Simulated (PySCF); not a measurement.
# BH6NSSi: the cost of one run

The runs use PySCF 2.14.0, with density-fitted response routines of our own; the level of theory stands in each step. All values are computed, except where a source is named. Atoms are numbered from 0 throughout.

## 1. The molecule as given

10 atoms, charge 0, multiplicity 1; geometry from: PBE0-D3(BJ)/def2-SVP.

Bonds of the start (Å): N0–B1 1.39, B1–S2 1.83, S2–Si3 2.15, N0–H4 1.01, N0–H5 1.01, B1–H6 1.21, Si3–H7 1.49, Si3–H8 1.49, Si3–H9 1.49.

## 2. Ultraviolet spectrum: LDA/def2-SVPD

What the job is given:

```
{"job": {"kind": "uv", "xc": "LDA", "basis": "def2-SVPD", "ip": true}, "charge": 0, "multiplicity": 1}
N      2.347167     0.063455    -0.106520
B      0.962206     0.180342    -0.170257
S     -0.084245    -0.908908     0.861080
Si    -2.010125    -0.208898     0.220905
H      2.827868    -0.604714     0.482711
H      2.961668     0.644535    -0.660021
H      0.464948     1.000158    -0.907471
H     -3.019959    -0.986297     0.996044
H     -2.181454     1.246979     0.503047
H     -2.220310    -0.445164    -1.238313
```

Method: TDDFT LDA/def2-SVPD, vertical, gas phase, core orbitals frozen in the response.

Launch:

```console
$ OMP_NUM_THREADS=1 python probes_run.py task.json out
```

One launch serves the whole session: the jobs run in the order shown.

Q: Estimate the wall time and peak memory of this first job on 1 thread of Arm Neoverse V1, shared host.

About 42 s, with a peak of 0.39 GiB.
